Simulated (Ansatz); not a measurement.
Wanted: the native input for an Ansatz 0.2.0 run.

```
Task                : band structure
Functional          : PBEsol
Potentials or basis : all-electron LAPW, non-relativistic
Cutoff              : 142 eV (chosen from the basis error)
Basis error allowed : 0.002 eV/atom
k mesh              : 6 × 6 × 6
Occupations         : fermi-dirac, width 0.05 eV
Spin                : no spin polarisation
```

Crystal: SnTe3.

```
Te Sn
1.0
     0.00000    3.86122    3.86122
     3.86122    0.00000    3.86122
     3.86122    3.86122    0.00000
Te Sn
3 1
Direct
  0.50000 0.50000 0.50000
  0.75000 0.75000 0.75000
  0.25000 0.25000 0.25000
  0.00000 0.00000 0.00000
```

The cell comes from a database or a generator and needn't be the stable form of this composition.

One way to write it, as run:

input.yaml

```yaml
crystal:
  lattice:
    - [0.0, 3.861219, 3.861219]
    - [3.861219, 0.0, 3.861219]
    - [3.861219, 3.861219, 0.0]
  atoms:
    - { symbol: Te, position: [0.5, 0.5, 0.5] }
    - { symbol: Te, position: [0.75, 0.75, 0.75] }
    - { symbol: Te, position: [0.25, 0.25, 0.25] }
    - { symbol: Sn, position: [0.0, 0.0, 0.0] }
kpoints:
  mp_grid: { grid: [6, 6, 6] }
  band_path:
    path:
      - [0.0, 0.0, 0.0]
      - [0.5, 0.0, 0.5]
      - [0.5, 0.25, 0.75]
      - [0.375, 0.375, 0.75]
      - [0.0, 0.0, 0.0]
      - [0.5, 0.5, 0.5]
      - [0.625, 0.25, 0.625]
      - [0.5, 0.25, 0.75]
    npoints: 12
scf:
  occupations: { method: fermi_dirac, width: 0.05 }
hamiltonian:
  xc: pbesol
  pseudopotentials:
    kind: all_electron
    lapw: { basis_error: 0.002 }
    relativity: none
output:
  forces: true
  stress: true
  eigenvalues: true
```

Potentials or basis: all-electron LAPW, non-relativistic.

The run is started by

```sh
$ ansatz run input.yaml --threads 2 --pin off --max-ram 8192MiB --backend cpu --events-out ev --progress --plain --runs-dir out
```

Results of the run:

- Pressure: -2.8 GPa
- Band gap along the path: none (metal or under the smearing width)

Caveat: relativity is left out, which matters for the heavier elements; spin-orbit coupling is left out, which moves the levels of the heavy elements.

Run time: 23 s on 2 threads of Arm Neoverse V1, with other jobs on the host, peak memory 0.35 GiB.
